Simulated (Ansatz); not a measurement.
Runs of Ansatz 0.2.0 on B2O. Symmetry: P-3m1, No. 164, trigonal system. Conventional cell: a = 2.879 Å, b = 2.879 Å, c = 7.052 Å, α = 90.00°, β = 90.00°, γ = 120.00°. O (site symmetry 3m) is surrounded by 4 B at 1.74 to 2.00 Å. B (site symmetry 3m) has 3 B at 1.69 Å as nearest neighbours. Around B (site symmetry 3m) lie 1 B at 1.69 Å and 3 O at 1.74 Å. 

```csv
potentials or basis,cutoff (eV),gap on the mesh (eV),pressure (GPa),largest force (eV/Å)
JTH PAW,1380,none,-19.3,0.14
Ansatz NC,1240,none,-18.9,(a)
Ansatz PAW earlier set,930,none,-19.2,0.17
PseudoDojo standard (PBE files),1143,none,-19.1,0.20
SPMS NC,1034,none,-19.3,0.20
Ansatz PAW earlier set,900,none,-19.2,0.17
PseudoDojo stringent (PBE files),1252,none,-19.1,0.20
```

Alike in all rows: task band structure; level PBE; no spin polarisation; cell as given; k mesh 11 × 11 × 4; smearing fermi-dirac 0.05 eV.

**Question.** Fill in the values left out.

**Answer.** (a) 0.18.

A k mesh can miss the band edges.

A gap of «none» marks a metal or a gap under the smearing width.

Not every run made on this cell is shown here.
